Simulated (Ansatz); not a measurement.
# HSeO− (SMILES [O-][SeH]): one structure at several levels

An exercise on one series of results from a longer session: the logs are not shown, and one member is left open.

Computed with Ansatz 0.2.0, Gaussian basis. Level: single points in def2-TZVPPD.

Cores are frozen in the correlated methods. Filled d shells of the heavier atoms are correlated.

## The starting structure

3 atoms, charge -1, spin multiplicity 1.

Atoms are counted from 1 here; the program's logs count them from 0.

Bond lengths: O1–Se2 1.630 Å, Se2–H3 1.485 Å. Angles: O1–Se2–H3 105.4°.

Coordinates:

```
O    -0.82230    0.96530   -0.38220
Se   -0.26110   -0.55470   -0.20430
H     0.99350   -0.42160    0.57980
```

Set-up of the first run:

File run/in.yaml:

```yaml
crystal:
  periodic: [false, false, false]
  atoms:
    - {symbol: O, position_ang: [-0.822300, 0.965300, -0.382200]}
    - {symbol: Se, position_ang: [-0.261100, -0.554700, -0.204300]}
    - {symbol: H, position_ang: [0.993500, -0.421600, 0.579800]}
basis:
  gaussian: {orbitals: "def2-TZVPPD.json"}
total_charge: -1
correlation: {method: ccsd_t}
output: {forces: true}
```

The basis file named in the input lies beside it (Basis Set Exchange, JSON).

No record of the launch command was kept for these runs.

Among the steps run: CCSD(T)/def2-TZVPPD; PBE0-D4/def2-TZVPPD; wB97M-V/def2-TZVPPD; r2SCAN-D4/def2-TZVPPD; PBE-D4/def2-TZVPPD; BHLYP-D4/def2-TZVPPD; HSE06-D4/def2-TZVPPD.

One table of the session follows, with a row left open; its other results are not shown here.

```
   method  RMS force component (eV/Å)  angle to CCSD(T) forces (°)
  CCSD(T)                       1.765                    reference
  PBE0-D4                           ?                            ?
  wB97M-V                       1.639                          0.6
r2SCAN-D4                       1.639                          4.2
   PBE-D4                       1.875                          6.9
 BHLYP-D4                       1.406                          1.5
 HSE06-D4                       1.533                          3.4
```

Q: Estimate the row for PBE0-D4 from the others.

The run gave: RMS force component (eV/Å): 1.534; angle to CCSD(T) forces (°): 3.3. In the column «RMS force component (eV/Å)» it lies between HSE06-D4 (1.533) and wB97M-V (1.639).

Caveats from the session: The anion's highest level is positive in at least one run, so there the basis alone may hold the extra electron.
